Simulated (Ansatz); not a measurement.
**C₃H₆OSe: small, medium and large basis sets**

Aim: see how fast density functionals converge with the basis set for C₃H₆OSe.

Program: Ansatz 0.2.0, Gaussian basis. Level of theory: one geometry, several basis sets. These are calculated values, not measurements.

Plan: PBE0-D4/def2-SVP; ωB97M-V/def2-SVP; PBE0-D4/def2-QZVPP; ωB97M-V/def2-QZVPP; the functionals' def2-TZVPP values are taken from earlier runs.

**1. The relaxed structure**

All runs share one geometry, relaxed beforehand with PBE0-D4 in a triple-zeta def2 set.

SMILES `C=C[Se]CO`, 11 atoms, charge 0, spin multiplicity 1.

Atoms are counted from 1 here; the program's logs count them from 0.

Bond lengths: C1–C2 1.326 Å, C1–H6 1.084 Å, C1–H7 1.085 Å, C2–Se3 1.894 Å, C2–H8 1.088 Å, Se3–C4 1.962 Å, C4–O5 1.389 Å, C4–H9 1.089 Å, C4–H10 1.096 Å, O5–H11 0.962 Å. Angles: C2–C1–H6 122.1°, C2–C1–H7 120.6°, H6–C1–H7 117.3°, C1–C2–Se3 124.2°, C1–C2–H8 121.1°, Se3–C2–H8 114.6°, C2–Se3–C4 95.8°, Se3–C4–O5 115.0°, Se3–C4–H9 105.8°, Se3–C4–H10 106.1°, O5–C4–H9 107.7°, O5–C4–H10 112.9°, H9–C4–H10 109.1°, C4–O5–H11 108.8°.

**2. PBE0-D4 in def2-SVP**

Input file in.yaml:

```yaml
crystal:
  periodic: [false, false, false]
  atoms:
    - {symbol: C, position_ang: [-0.192810, 1.456635, 1.720880]}
    - {symbol: C, position_ang: [-0.521066, 0.760274, 0.641218]}
    - {symbol: Se, position_ang: [-0.651100, -1.128625, 0.592592]}
    - {symbol: C, position_ang: [0.022816, -1.327496, -1.239163]}
    - {symbol: O, position_ang: [1.405595, -1.274419, -1.364727]}
    - {symbol: H, position_ang: [0.092169, 0.977607, 2.650859]}
    - {symbol: H, position_ang: [-0.214965, 2.540870, 1.705553]}
    - {symbol: H, position_ang: [-0.802613, 1.257941, -0.283943]}
    - {symbol: H, position_ang: [-0.301146, -2.314128, -1.567966]}
    - {symbol: H, position_ang: [-0.489482, -0.564253, -1.835629]}
    - {symbol: H, position_ang: [1.718102, -0.441504, -0.998974]}
basis:
  gaussian: {orbitals: def2-SVP}
hamiltonian: {xc: pbe0, dispersion: d4}
output: {orbitals: {seedname: orbitals}}
```

Launch:

```
$ ansatz run in.yaml --threads 4 --pin off --events-out ev --progress --plain --max-ram 10444MiB
```

After this run come: ωB97M-V in def2-SVP; PBE0-D4 in def2-QZVPP; ωB97M-V in def2-QZVPP.

**Question.** What will the summary of the whole plan be? Wanted: PBE0-D4: double and triple zeta above quadruple; ωB97M-V: double and triple zeta above quadruple.

**Answer**, as computed:

| quantity | value |
| --- | --- |
| PBE0-D4: double and triple zeta above quadruple | 15.81, 1.67 eV |
| ωB97M-V: double and triple zeta above quadruple | 15.99, 1.63 eV |

What this shows: For PBE0-D4 the step from double to triple zeta gains 14.14 eV and the next only 1.67 eV. These are total energies; as a rule much of such shifts cancels in differences, which this series doesn't test.
